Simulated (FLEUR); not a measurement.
**LuBi: equation of state with PBE**

LuBi:

```
Bi Lu
1.0
     0.00000    3.10197    3.10197
     3.10197    0.00000    3.10197
     3.10197    3.10197    0.00000
Bi Lu
1 1
Direct
  0.00000 0.00000 0.00000
  0.50000 0.50000 0.50000
```

The cell comes from a database or a generator and needn't be the stable form of this composition.

```json
{
  "Program": "FLEUR MaX-R8.1 (later development tree)",
  "Task": "equation of state",
  "Functional": "PBE",
  "Potentials or basis": "all-electron",
  "Basis": "FLAPW",
  "Kmax": "4.1 1/bohr",
  "k mesh": "8 × 8 × 8",
  "Occupations": "fermi-dirac, width 0.05 eV",
  "Spin": "no spin polarisation",
  "Gmax": "12.7 1/bohr",
  "Muffin-tin radii": "Bi 2.57, Lu 2.66 bohr",
  "lmax": "Bi 11, Lu 11",
  "Local orbitals a species": "Bi 5, Lu 4"
}
```

```yaml
Equilibrium_volume: 30.35 Å³/atom
Bulk_modulus: 55 GPa
Pressure_derivative_of_the_bulk_modulus: 4.2
```

Energy against volume, from the lowest point:
```
volume (Å³/atom)  energy (meV/atom)
          28.057              34.01
          28.654              17.93
          29.251               7.24
          29.848               1.45
          30.445               0.00
          31.042               2.64
          31.639               8.75
```
